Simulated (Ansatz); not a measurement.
# Ti: a line through an energy map

An exercise on one series of results from a longer session: the logs are not shown, and one member is left open.

This is Ti in the fcc structure; at room conditions it is hcp.

Computed with Ansatz 0.2.0 (DFT LDA, scalar-relativistic, plane waves, PAW, unless a step's input says otherwise).

28 further runs of the same task are left out: 28 set aside as unsound or not needed.

## The structure to begin with

Symmetry: Fm-3m, No. 225, cubic system. Conventional cell: a = 4.001 Å, b = 4.001 Å, c = 4.001 Å, α = 90.00°, β = 90.00°, γ = 90.00°. Ti (site symmetry m-3m) is surrounded by 12 Ti at 2.83 Å.

As a file:

```xyz
1
Lattice="0.0000 2.0005 2.0005 2.0005 0.0000 2.0005 2.0005 2.0005 0.0000" Properties=species:S:1:pos:R:3 pbc="T T T"
Ti    0.0000    0.0000    0.0000
```

It is the result of an earlier relaxation at this level (volume 16.01 Å³/atom; gap on the mesh: none (metal)).

## What is varied

The energy is mapped over volume and a fixed ferromagnetic moment.

The axes are (1) volume per atom: 7 values from 13.13 to 18.89 Å³; (2) total spin moment of the cell, held fixed: 9 values from 0.000 to 1.000 μB.

Nothing else is relaxed (shape and fractional coordinates fixed). Points are written as (first, second).

The first run:

input.yaml reads:

```yaml
crystal:
  lattice:
    - [0.0, 1.8724558086, 1.8724558086]
    - [1.8724558086, 0.0, 1.8724558086]
    - [1.8724558086, 1.8724558086, 0.0]
  atoms:
    - { symbol: Ti, position: [0.0, 0.0, 0.0], spin: 0.875 }
basis:
  ecutwfc: 520.0
kpoints:
  mp_grid: { grid: [22, 22, 22] }
hamiltonian:
  xc: lda
scf:
  occupations: { method: gaussian, width: 0.15 }
  lower_state_search: "off"
output:
  forces: true
  stress: true
  eigenvalues: true
  populations: true
magnetization:
  spin_polarized: true
  initial_magnetization: 0.875
  spin_locking: { lock_magnetization: hard }
```

Launch:

```sh
> ansatz run input.yaml --threads 1 --pin off --max-ram 2048MiB --backend cpu --events-out ev --progress --plain --runs-dir out
```

Among the steps run: Grid point (13.13 Å³, 0.875 μB); Grid point (14.09 Å³, 0.875 μB); The run at (15.05 Å³, 0.875 μB); Point (16.01 Å³, 0.875 μB); Point (16.97 Å³, 0.875 μB); Grid point (17.93 Å³, 0.875 μB); Point (18.89 Å³, 0.875 μB).

One table of the session follows, with a row left open; its other results are not shown here.

| volume per atom (Å³) | energy (meV/atom) | pressure (GPa) |
| --- | --- | --- |
| 13.13 | 335 | 38.9 |
| 14.09 | 149 | 23.7 |
| 15.05 | 44 | 12.0 |
| 16.01 | 0 | 3.0 |
| 16.97 | 3.8 | −3.9 |
| 17.93 | ? | ? |
| 18.89 | 112 | −13.3 |

Estimate the missing values for volume per atom (Å³) = 17.93.

Worked estimate for «energy (meV/atom)». A straight line through the neighbours (16.97, 3.8) and (18.89, 112) gives 3.8 + (112 − 3.8) × (17.93 − 16.97) / (18.89 − 16.97) = 58; a parabola fitted to 3 rows on both sides gives 41.

As computed: energy (meV/atom): 44; pressure (GPa): −9.2. In «energy (meV/atom)» the line misses by +14 and the parabola by -3.

Energies count from the lowest point of the line.

Three points round the minimum, joined by a parabola, put the minimum at 16.416 Å³, with a curvature of about 51 meV/atom per (Å³)². The highest point computed, at 13.13 Å³, lies 335 meV/atom above the lowest.

To keep in mind: Warnings in the runs' records: stress scf threshold loose.
